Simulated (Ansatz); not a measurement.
# Bi3Te2S: the cost of one run

Method: DFT PBE, scalar-relativistic, plane waves, PAW, in Ansatz 0.2.0.

## Step 1: The structure to begin with

Symmetry: P31m, No. 157, trigonal system. The conventional cell has a = 5.912 Å, b = 5.912 Å, c = 7.521 Å, α = 90.00°, β = 90.00°, γ = 120.00°. Bi (site symmetry m) is surrounded by 6 Bi at 3.24 to 3.50 Å and 1 S at 3.74 Å. Te (site symmetry 3) has 3 Te at 3.41 Å and 3 S at 3.52 Å as nearest neighbours. S (site symmetry 3m) is surrounded by 6 Te at 3.52 Å and 3 Bi at 3.74 Å.

As a file:

```
Bi Te S
1.0
     5.91180    0.00000    0.00000
    -2.95590    5.11977    0.00000
     0.00000    0.00000    7.52062
Bi Te S
3 2 1
Direct
  0.68382 0.00000 0.52922
  0.00000 0.68382 0.52922
  0.31618 0.31618 0.52922
  0.33333 0.66667 0.98531
  0.66667 0.33333 0.98531
  0.00000 0.00000 0.09831
```

A structure generator made this guess: random cell by space group and Wyckoff sites (P31m, No. 157). The dimensions are guesses.

## Step 2: A first look at the guess

Input file input.yaml:

```yaml
crystal:
  lattice:
    - [5.91179752, 0.0, 0.0]
    - [-2.95589876, 5.11976683, 0.0]
    - [0.0, 0.0, 7.52061536]
  atoms:
    - { symbol: Bi, position: [0.68381809, 0.0, 0.52921758] }
    - { symbol: Bi, position: [0.0, 0.68381809, 0.52921758] }
    - { symbol: Bi, position: [0.31618191, 0.31618191, 0.52921758] }
    - { symbol: Te, position: [0.33333333, 0.66666667, 0.98531023] }
    - { symbol: Te, position: [0.66666667, 0.33333333, 0.98531023] }
    - { symbol: S, position: [0.0, 0.0, 0.09830997] }
basis:
  ecutwfc: 420
kpoints:
  mp_grid: { grid: [3, 3, 2] }
hamiltonian:
  xc: pbe
scf:
  occupations: { method: gaussian, width: 0.1 }
  lower_state_search: "off"
output:
  forces: true
  stress: true
  eigenvalues: true
```

Started as:

```
$ ansatz run input.yaml --threads 1 --pin off --max-ram 2560MiB --backend cpu --events-out ev --progress --plain --runs-dir out
```

What time and memory should one allow on 1 thread of Arm Neoverse V1, shared host?

About 5.9 s, with a peak of 0.41 GiB.
